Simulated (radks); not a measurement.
# Ionising ytterbium step by step, Yb²⁴⁺ to Yb⁴⁷⁺

How much does each further electron of ytterbium cost? Each ion is computed in its NIST ground configuration. Each value is a difference of total energies (Δ-SCF).

The numbers are computed with radks (a radial shooting solver on a logarithmic mesh, Libxc functionals) version 1 (Dirac Kohn-Sham, PBE, spin-unpolarised, spherical densities, finite nucleus; open shells fill j = l - 1/2 first), except any that are marked as measured or tabulated.

### 1 Starting point

* element: ytterbium (Z = 70)
* charges: 24 to 47
* first configuration: [Kr] 4d10
* last configuration: [Ar] 3d5

### 2 Yb²⁴⁺, [Kr] 4d10

Input:

```text
Z 70
configuration [Kr] 4d10
relativity Dirac
functional pbe,pbe
spin unpolarised
j_filling energy
nucleus finite rms 5.3108 fm
c 137.035999084
```

### 3 Yb²⁵⁺, [Kr] 4d9

Changes since step 2:

```diff
@@ -1,3 +1,3 @@
 Z 70
-configuration [Kr] 4d10
+configuration [Kr] 4d9
 relativity Dirac
```

### 4 Yb²⁶⁺, [Kr] 4d8

Changes since step 3:

```diff
@@ -1,3 +1,3 @@
 Z 70
-configuration [Kr] 4d9
+configuration [Kr] 4d8
 relativity Dirac
```

### 5 Yb²⁷⁺, [Kr] 4d7

Changes since step 4:

```diff
@@ -1,3 +1,3 @@
 Z 70
-configuration [Kr] 4d8
+configuration [Kr] 4d7 5s0 5p0
 relativity Dirac
```

### 6 Yb²⁸⁺, [Kr] 4d6

Changes since step 5:

```diff
@@ -1,3 +1,3 @@
 Z 70
-configuration [Kr] 4d7 5s0 5p0
+configuration [Kr] 4d6
 relativity Dirac
```

### 7 Yb²⁹⁺, [Kr] 4d5

Changes since step 6:

```diff
@@ -1,3 +1,3 @@
 Z 70
-configuration [Kr] 4d6
+configuration [Kr] 4d5
 relativity Dirac
```

### 8 Yb³⁰⁺, [Kr] 4d4

Changes since step 7:

```diff
@@ -1,3 +1,3 @@
 Z 70
-configuration [Kr] 4d5
+configuration [Kr] 4d4
 relativity Dirac
```

### 9 Yb³¹⁺, [Kr] 4d3

Changes since step 8:

```diff
@@ -1,3 +1,3 @@
 Z 70
-configuration [Kr] 4d4
+configuration [Kr] 4d3
 relativity Dirac
```

### 10 Yb³²⁺, [Kr] 4d2

Changes since step 9:

```diff
@@ -1,3 +1,3 @@
 Z 70
-configuration [Kr] 4d3
+configuration [Kr] 4d2
 relativity Dirac
```

### 11 Yb³³⁺, [Kr] 4d1

Changes since step 10:

```diff
@@ -1,3 +1,3 @@
 Z 70
-configuration [Kr] 4d2
+configuration [Kr] 4d1 5s0 5p0
 relativity Dirac
```

### 12 Yb³⁴⁺, [Kr]

Changes since step 11:

```diff
@@ -1,3 +1,3 @@
 Z 70
-configuration [Kr] 4d1 5s0 5p0
+configuration [Kr] 5s0 4d0
 relativity Dirac
```

### 13 Yb³⁵⁺, [Ar] 3d10 4s2 4p5

Changes since step 12:

```diff
@@ -1,3 +1,3 @@
 Z 70
-configuration [Kr] 5s0 4d0
+configuration [Ar] 3d10 4s2 4p5
 relativity Dirac
```

### 14 Yb³⁶⁺, [Ar] 3d10 4s2 4p4

Changes since step 13:

```diff
@@ -1,3 +1,3 @@
 Z 70
-configuration [Ar] 3d10 4s2 4p5
+configuration [Ar] 3d10 4s2 4p4 5s0 4d0
 relativity Dirac
```

### 15 Yb³⁷⁺, [Ar] 3d10 4s2 4p3

Changes since step 14:

```diff
@@ -1,3 +1,3 @@
 Z 70
-configuration [Ar] 3d10 4s2 4p4 5s0 4d0
+configuration [Ar] 3d10 4s2 4p3
 relativity Dirac
```

### 16 Yb³⁸⁺, [Ar] 3d10 4s2 4p2

Changes since step 15:

```diff
@@ -1,3 +1,3 @@
 Z 70
-configuration [Ar] 3d10 4s2 4p3
+configuration [Ar] 3d10 4s2 4p2 5s0 4d0
 relativity Dirac
```

### 17 Yb³⁹⁺, [Ar] 3d10 4s2 4p1

Changes since step 16:

```diff
@@ -1,3 +1,3 @@
 Z 70
-configuration [Ar] 3d10 4s2 4p2 5s0 4d0
+configuration [Ar] 3d10 4s2 4p1 5s0 4d0
 relativity Dirac
```

### 18 Yb⁴⁰⁺, [Ar] 3d10 4s2

Changes since step 17:

```diff
@@ -1,3 +1,3 @@
 Z 70
-configuration [Ar] 3d10 4s2 4p1 5s0 4d0
+configuration [Ar] 3d10 4s2 4p0 5s0
 relativity Dirac
```

### 19 Yb⁴¹⁺, [Ar] 3d10 4s1

Changes since step 18:

```diff
@@ -1,3 +1,3 @@
 Z 70
-configuration [Ar] 3d10 4s2 4p0 5s0
+configuration [Ar] 3d10 4s1
 relativity Dirac
```

### 20 Yb⁴²⁺, [Ar] 3d10

Changes since step 19:

```diff
@@ -1,3 +1,3 @@
 Z 70
-configuration [Ar] 3d10 4s1
+configuration [Ar] 3d10
 relativity Dirac
```

### 21 Yb⁴³⁺, [Ar] 3d9

Changes since step 20:

```diff
@@ -1,3 +1,3 @@
 Z 70
-configuration [Ar] 3d10
+configuration [Ar] 3d9
 relativity Dirac
```

### 22 Yb⁴⁴⁺, [Ar] 3d8

Changes since step 21:

```diff
@@ -1,3 +1,3 @@
 Z 70
-configuration [Ar] 3d9
+configuration [Ar] 3d8 4s0 4p0
 relativity Dirac
```

### 23 Yb⁴⁵⁺, [Ar] 3d7

Changes since step 22:

```diff
@@ -1,3 +1,3 @@
 Z 70
-configuration [Ar] 3d8 4s0 4p0
+configuration [Ar] 3d7 4s0 4p0
 relativity Dirac
```

### 24 Yb⁴⁶⁺, [Ar] 3d6

Changes since step 23:

```diff
@@ -1,3 +1,3 @@
 Z 70
-configuration [Ar] 3d7 4s0 4p0
+configuration [Ar] 3d6
 relativity Dirac
```

### 25 Yb⁴⁷⁺, [Ar] 3d5

Changes since step 24:

```diff
@@ -1,3 +1,3 @@
 Z 70
-configuration [Ar] 3d6
+configuration [Ar] 3d5
 relativity Dirac
```

Q: Predict the outcome of this session. Wanted: for each run, species; configuration; Δ-SCF; −ε(HOMO); NIST; error.

The runs gave:

```csv
species,configuration,Δ-SCF (eV),−ε(HOMO) (eV),NIST (eV),error (%)
Yb²⁴⁺,[Kr] 4d10,882.83,860.46,882 (theory),+0.1
Yb²⁵⁺,[Kr] 4d9,928.00,905.31,924 (theory),+0.4
Yb²⁶⁺,[Kr] 4d8,973.78,950.78,971 (theory),+0.3
Yb²⁷⁺,[Kr] 4d7,1020.2,996.87,1019 (theory),+0.1
Yb²⁸⁺,[Kr] 4d6,1067.2,1043.6,1065 (theory),+0.2
Yb²⁹⁺,[Kr] 4d5,1114.8,1090.9,1114 (theory),+0.1
Yb³⁰⁺,[Kr] 4d4,1176.9,1152.5,1175 (theory),+0.2
Yb³¹⁺,[Kr] 4d3,1226.3,1201.5,1224 (theory),+0.2
Yb³²⁺,[Kr] 4d2,1276.2,1251.1,1275 (theory),+0.1
Yb³³⁺,[Kr] 4d1,1326.7,1301.3,1324 (theory),+0.2
Yb³⁴⁺,[Kr],1518.9,1493.9,1516 (theory),+0.2
Yb³⁵⁺,[Ar] 3d10 4s2 4p5,1569.2,1544.0,1564 (theory),+0.3
Yb³⁶⁺,[Ar] 3d10 4s2 4p4,1619.6,1594.4,1618 (theory),+0.1
Yb³⁷⁺,[Ar] 3d10 4s2 4p3,1670.3,1645.0,1668 (theory),+0.1
Yb³⁸⁺,[Ar] 3d10 4s2 4p2,1796.4,1769.8,1789 (theory),+0.4
Yb³⁹⁺,[Ar] 3d10 4s2 4p1,1849.9,1823.1,1845 (theory),+0.3
Yb⁴⁰⁺,[Ar] 3d10 4s2,1989.3,1962.7,1978 (theory),+0.6
Yb⁴¹⁺,[Ar] 3d10 4s1,2043.1,2016.1,2036 (semi-emp.),+0.3
Yb⁴²⁺,[Ar] 3d10,3443.3,3384.3,3443 (theory),+0.0
Yb⁴³⁺,[Ar] 3d9,3562.4,3502.6,3555 (theory),+0.2
Yb⁴⁴⁺,[Ar] 3d8,3683.0,3622.5,3677 (theory),+0.2
Yb⁴⁵⁺,[Ar] 3d7,3805.0,3743.8,3805 (theory),+0.0
Yb⁴⁶⁺,[Ar] 3d6,3928.5,3866.5,3929 (theory),-0.0
```

**Reading.** Reference values: NIST Atomic Spectra Database (exp. measured, semi-emp. semi-empirical, theory a theoretical value adopted there). Per unit of the charge left behind, the cost jumps most at Yb⁴²⁺ ([Ar] 3d10): from 2043.1 to 3443.3 eV. There the highest level belongs to another shell. Minus the highest eigenvalue gives 97 to 99 % of the Δ-SCF value along the ladder. Spin polarisation and multiplet splitting are left out, so open shells lie too high by an amount that depends on their filling.
